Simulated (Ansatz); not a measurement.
**CCSD/cc-pVDZ run of C2H6AlCl (dimethylaluminum chloride)**

What is the energy change on altering one bond length of C2H6AlCl (dimethylaluminum chloride) at CCSD/cc-pVDZ? 

The calculation is run with Ansatz 0.2.0.

56 further runs of the same task are left out: 56 set aside as unsound or not needed.

## Step 1: The structure to begin with

The species is C2H6AlCl (10 atoms), meant as a singlet with charge 0. SMILES: `[CH3][Al]([CH3])[Cl]`. The coordinates come from a PBE0-D4/def2-TZVP relaxation.

Bond lengths: C1–Al2 1.942 Å, Al2–C3 1.942 Å, Al2–Cl4 2.114 Å, C1–H5 1.092 Å, C1–H6 1.095 Å, C1–H7 1.095 Å, C3–H8 1.095 Å, C3–H9 1.093 Å, C3–H10 1.094 Å. Some angles: C1–Al2–C3 125.8°, C1–Al2–Cl4 117.8°, C3–Al2–Cl4 116.4°, Al2–C1–H5 112.5°, Al2–C1–H6 110.7°, Al2–C1–H7 110.7°, Al2–C3–H8 110.7°, Al2–C3–H9 112.6°, Al2–C3–H10 110.7°, H5–C1–H6 108.1°.

## Step 2: A single-point energy at CCSD/cc-pVDZ

The input, job.yaml:

```yaml
crystal:
  periodic: [false, false, false]
  atoms:
    - symbol: C
      position_ang: [-0.517700, 1.358200, -0.989200]
    - symbol: Al
      position_ang: [-0.252300, -0.446600, -0.322400]
    - symbol: C
      position_ang: [0.742200, -0.932200, 1.273500]
    - symbol: Cl
      position_ang: [-1.112300, -2.038200, -1.415400]
    - symbol: H
      position_ang: [-1.121400, 1.383800, -1.898300]
    - symbol: H
      position_ang: [-1.010200, 1.981400, -0.235400]
    - symbol: H
      position_ang: [0.443800, 1.835600, -1.206000]
    - symbol: H
      position_ang: [0.102400, -1.471200, 1.979300]
    - symbol: H
      position_ang: [1.158700, -0.063300, 1.788800]
    - symbol: H
      position_ang: [1.566900, -1.607500, 1.025200]
basis:
  gaussian:
    orbitals: cc-pVDZ
correlation:
  method: ccsd
  frozen_orbitals: {Al: 5, C: 1, Cl: 5, H: 0}
accuracy: high
scf:
  omitted_lower_state_checks: [cluster_reference, increment]
```

Run with:

```console
$ ansatz run job.yaml --threads 1 --pin off --max-ram 3480MiB --events-out events.jsonl --progress --plain --runs-dir runs
```

Log:

```text
Warning: RAYON_NUM_THREADS=1 ignored (pool sized by the plan → 1); use --threads N
Functional definition: HF
  name "HF"
  exchange = exact_x
  correlation = 0
these checks for a lower state are left out or cut short: cluster_reference, increment
2223 factors; integrals over basis functions are off by at most 4.2e-9 eV
mean field evaluation 1: about -21242.5482 eV, gradient 3.0e1 eV
mean field evaluation 2: about -21242.6065 eV, gradient 3.0e1 eV
mean field evaluation 4: about -21245.0632 eV, gradient 2.3e0 eV
mean field evaluation 8: about -21245.0883 eV, gradient 1.1e-1 eV
mean field evaluation 16: about -21245.0884 eV, gradient 6.8e-9 eV
mean field -21245.08836636 eV, -780.7425970256 hartree, gradient 6.8e-9 eV, S^2 0.000000; 0 other end points of the search recorded, 0 dependent functions left out
12 core orbitals not correlated: weight in the atoms' cores, before any rotation towards them, 1.000 or more for the frozen orbitals, at most 0.000 for the correlated occupied ones
reference -21245.08836636 eV, -780.7425970256 hartree; 12, 12 occupied and 70, 70 virtual orbitals, 2223 factors
second order -13.32476473 eV of doubles, -0.00000000 eV of singles
cycle   1  -14.35564612 eV  change    -1.0e0 eV  update   7.2e-2
cycle   2  -14.69071737 eV  change   -3.4e-1 eV  update   2.2e-2
cycle   3  -14.73389495 eV  change   -4.3e-2 eV  update   7.9e-3
cycle   4  -14.73339208 eV  change    5.0e-4 eV  update   2.2e-3
cycle   5  -14.73269385 eV  change    7.0e-4 eV  update   6.9e-4
cycle   6  -14.73260131 eV  change    9.3e-5 eV  update   2.1e-4
cycle   7  -14.73260435 eV  change   -3.0e-6 eV  update   6.5e-5
cycle   8  -14.73261287 eV  change   -8.5e-6 eV  update   2.1e-5
cycle   9  -14.73260678 eV  change    6.1e-6 eV  update   6.1e-6
cycle  10  -14.73260423 eV  change    2.6e-6 eV  update   1.8e-6
cycle  11  -14.73260484 eV  change   -6.1e-7 eV  update   5.4e-7
cycle  12  -14.73260513 eV  change   -2.9e-7 eV  update   1.7e-7
cycle  13  -14.73260531 eV  change   -1.8e-7 eV  update   6.4e-8
cycle  14  -14.73260537 eV  change   -5.3e-8 eV  update   3.1e-8
cycle  15  -14.73260538 eV  change   -1.3e-8 eV  update   2.1e-8
cycle  16  -14.73260536 eV  change    1.6e-8 eV  update   1.1e-7
cycle  17  -14.73260537 eV  change   -5.2e-9 eV  update   2.3e-8
cycle  18  -14.73260537 eV  change    3.4e-9 eV  update   5.5e-9
cycle  19  -14.73260536 eV  change    2.1e-9 eV  update   1.6e-9
cycle  20  -14.73260536 eV  change   6.8e-10 eV  update  4.7e-10
Total energy: -21259.82097172 eV, -781.2840102866 hartree
Checks for a lower state left out: cluster_reference, increment
```

Run time: 22 s. Hardware: 1 thread of Arm Neoverse V1, shared host; peak memory 0.58 GiB.

## Step 3: The distorted shape

The input, in.yaml:

```yaml
crystal:
  periodic: [false, false, false]
  atoms:
    - {symbol: C, position_ang: [-0.259709, 1.835664, -0.661311]}
    - {symbol: Al, position_ang: [0.005691, 0.030864, 0.005489]}
    - {symbol: C, position_ang: [1.000191, -0.454736, 1.601389]}
    - {symbol: Cl, position_ang: [-1.112300, -2.038200, -1.415400]}
    - {symbol: H, position_ang: [-0.863409, 1.861264, -1.570411]}
    - {symbol: H, position_ang: [-0.752209, 2.458864, 0.092489]}
    - {symbol: H, position_ang: [0.701791, 2.313064, -0.878111]}
    - {symbol: H, position_ang: [0.360391, -0.993736, 2.307189]}
    - {symbol: H, position_ang: [1.416691, 0.414164, 2.116689]}
    - {symbol: H, position_ang: [1.824891, -1.130036, 1.353089]}
basis:
  gaussian:
    orbitals: cc-pVDZ
correlation:
  method: ccsd
  frozen_orbitals: {Al: 5, C: 1, Cl: 5, H: 0}
accuracy: high
scf:
  omitted_lower_state_checks: [cluster_reference, increment]
```

Run with:

```console
$ ansatz run in.yaml --threads 1 --pin off --max-ram 3480MiB --events-out events.jsonl --progress --plain --runs-dir runs
```

Log:

```text
Warning: RAYON_NUM_THREADS=1 ignored (pool sized by the plan → 1); use --threads N
[... 4 set-up lines as earlier in the session ...]
these checks for a lower state are left out or cut short: cluster_reference, increment
2203 factors; integrals over basis functions are off by at most 8.2e-9 eV
mean field evaluation 1: about -21240.9614 eV, gradient 3.0e1 eV
mean field evaluation 2: about -21241.0105 eV, gradient 3.1e1 eV
mean field evaluation 4: about -21243.7825 eV, gradient 2.3e0 eV
mean field evaluation 8: about -21243.8141 eV, gradient 1.1e-1 eV
mean field -21243.81417345 eV, -780.6957712999 hartree, gradient 7.5e-8 eV, S^2 0.000000; 0 other end points of the search recorded, 0 dependent functions left out
12 core orbitals not correlated: weight in the atoms' cores, before any rotation towards them, 1.000 or more for the frozen orbitals, at most 0.000 for the correlated occupied ones
reference -21243.81417345 eV, -780.6957712999 hartree; 12, 12 occupied and 70, 70 virtual orbitals, 2203 factors
second order -13.27540408 eV of doubles, -0.00000000 eV of singles
cycle   1  -14.29759415 eV  change    -1.0e0 eV  update   8.1e-2
cycle   2  -14.63812434 eV  change   -3.4e-1 eV  update   2.6e-2
cycle   3  -14.70618281 eV  change   -6.8e-2 eV  update   1.3e-2
cycle   4  -14.70581022 eV  change    3.7e-4 eV  update   4.0e-3
cycle   5  -14.70381964 eV  change    2.0e-3 eV  update   1.5e-3
cycle   6  -14.70350816 eV  change    3.1e-4 eV  update   4.9e-4
cycle   7  -14.70349460 eV  change    1.4e-5 eV  update   1.6e-4
cycle   8  -14.70351627 eV  change   -2.2e-5 eV  update   5.3e-5
cycle   9  -14.70351997 eV  change   -3.7e-6 eV  update   1.5e-5
cycle  10  -14.70351494 eV  change    5.0e-6 eV  update   5.1e-6
cycle  11  -14.70351496 eV  change   -2.3e-8 eV  update   1.8e-6
cycle  12  -14.70351624 eV  change   -1.3e-6 eV  update   6.4e-7
cycle  13  -14.70351702 eV  change   -7.7e-7 eV  update   2.2e-7
cycle  14  -14.70351724 eV  change   -2.2e-7 eV  update   8.2e-8
cycle  15  -14.70351726 eV  change   -1.8e-8 eV  update   3.4e-8
cycle  16  -14.70351726 eV  change    1.1e-9 eV  update   2.4e-8
cycle  17  -14.70351741 eV  change   -1.5e-7 eV  update   1.3e-7
cycle  18  -14.70351742 eV  change   -1.9e-9 eV  update   3.5e-8
cycle  19  -14.70351743 eV  change   -1.5e-8 eV  update   1.1e-8
cycle  20  -14.70351743 eV  change  -8.3e-10 eV  update   4.8e-9
cycle  21  -14.70351743 eV  change   2.3e-10 eV  update   1.5e-9
Total energy: -21258.51769088 eV, -781.2361155991 hartree
Checks for a lower state left out: cluster_reference, increment
```

It took 22 s on 1 thread of Arm Neoverse V1, shared host; peak memory 0.58 GiB.

## Step 4: Results

At CCSD/cc-pVDZ, 12 core orbitals frozen:

| quantity | value |
| --- | --- |
| first shape: total energy | -781.28401 Eh |
| first shape: correlation energy (12 core orbitals frozen) | -541.4 mEh |
| first shape: T1 diagnostic | 0.009 |
| distorted shape: total energy | -781.23612 Eh |
| distorted shape: correlation energy (12 core orbitals frozen) | -540.3 mEh |
| distorted shape: T1 diagnostic | 0.012 |
| energy change with the Al2–Cl4 bond stretched from 2.114 to 2.748 Å | 1.303 eV |

What this shows: With the Al2–Cl4 bond stretched from 2.114 to 2.748 Å the energy rises by 1.30 eV (126 kJ/mol). The first shape isn't relaxed at this level, so the change isn't measured from a minimum.
